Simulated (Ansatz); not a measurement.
# C₂H₉NSn: how energies converge with the basis set

How large a basis does C₂H₉NSn need? Two functionals are run in growing sets.

The runs use Ansatz 0.2.0, Gaussian basis; one geometry, several basis sets.

Levels to be run: PBE0-D4/def2-SVP; ωB97M-V/def2-SVP; PBE0-D4/def2-QZVPP; ωB97M-V/def2-QZVPP; the functionals' def2-TZVPP values are taken from earlier runs.

### 1 The relaxed structure

All runs share one geometry, relaxed beforehand with PBE0-D4/def2-TZVP. Sn takes the def2 core potential; no spin-orbit term is included.

SMILES `CC[NH][SnH3]`, 13 atoms, charge 0, spin multiplicity 1.

Atoms are counted from 1 here; the program's logs count them from 0.

Bond lengths: C1–C2 1.517 Å, C1–H5 1.093 Å, C1–H6 1.092 Å, C1–H7 1.094 Å, C2–N3 1.454 Å, C2–H8 1.103 Å, C2–H9 1.096 Å, N3–Sn4 2.028 Å, N3–H10 1.013 Å, Sn4–H11 1.705 Å, Sn4–H12 1.706 Å, Sn4–H13 1.718 Å. Angles: C2–C1–H5 111.1°, C2–C1–H6 110.5°, C2–C1–H7 110.7°, H5–C1–H6 108.8°, H5–C1–H7 107.7°, H6–C1–H7 107.9°, C1–C2–N3 111.1°, C1–C2–H8 109.0°, C1–C2–H9 109.0°, N3–C2–H8 113.4°, N3–C2–H9 108.0°, H8–C2–H9 106.0°, C2–N3–Sn4 118.5°, C2–N3–H10 110.5°, Sn4–N3–H10 112.5°, N3–Sn4–H11 106.4°, N3–Sn4–H12 105.8°, N3–Sn4–H13 112.2° and more.

### 2 PBE0-D4 in def2-SVP

in.yaml reads:

```yaml
crystal:
  periodic: [false, false, false]
  atoms:
    - {symbol: C, position_ang: [-0.369706, 2.035593, -0.154222]}
    - {symbol: C, position_ang: [-0.542201, 0.571257, 0.200728]}
    - {symbol: N, position_ang: [0.628924, -0.201672, -0.179671]}
    - {symbol: Sn, position_ang: [0.525503, -2.224585, -0.084099]}
    - {symbol: H, position_ang: [-1.261730, 2.611394, 0.105835]}
    - {symbol: H, position_ang: [-0.176432, 2.149370, -1.222817]}
    - {symbol: H, position_ang: [0.475483, 2.468823, 0.389240]}
    - {symbol: H, position_ang: [-0.792767, 0.488622, 1.271306]}
    - {symbol: H, position_ang: [-1.405141, 0.170729, -0.344286]}
    - {symbol: H, position_ang: [1.458660, 0.166110, 0.269508]}
    - {symbol: H, position_ang: [2.078082, -2.806325, -0.479670]}
    - {symbol: H, position_ang: [-0.651569, -2.685441, -1.229142]}
    - {symbol: H, position_ang: [0.053193, -2.778577, 1.471989]}
basis:
  gaussian: {orbitals: def2-SVP}
hamiltonian: {xc: pbe0, dispersion: d4}
output: {orbitals: {seedname: orbitals}}
```

Launch:

```console
$ ansatz run in.yaml --threads 4 --pin off --events-out ev --progress --plain --max-ram 10444MiB
```

After this run come: ωB97M-V in def2-SVP; PBE0-D4 in def2-QZVPP; ωB97M-V in def2-QZVPP.

Before running them: what should the planned runs give, taken together? Wanted: PBE0-D4: double and triple zeta above quadruple; ωB97M-V: double and triple zeta above quadruple.

As calculated:

| quantity | value |
| --- | --- |
| PBE0-D4: double and triple zeta above quadruple | 4.76, 0.28 eV |
| ωB97M-V: double and triple zeta above quadruple | 5.04, 0.28 eV |

What this shows: For PBE0-D4 the step from double to triple zeta gains 4.48 eV and the next only 0.28 eV. Total energies overstate the basis error of differences, where much of it tends to cancel. The LUMO of ωB97M-V is positive and keeps falling with the basis (2.08 to 1.04 eV): an unbound level that the basis holds in place.
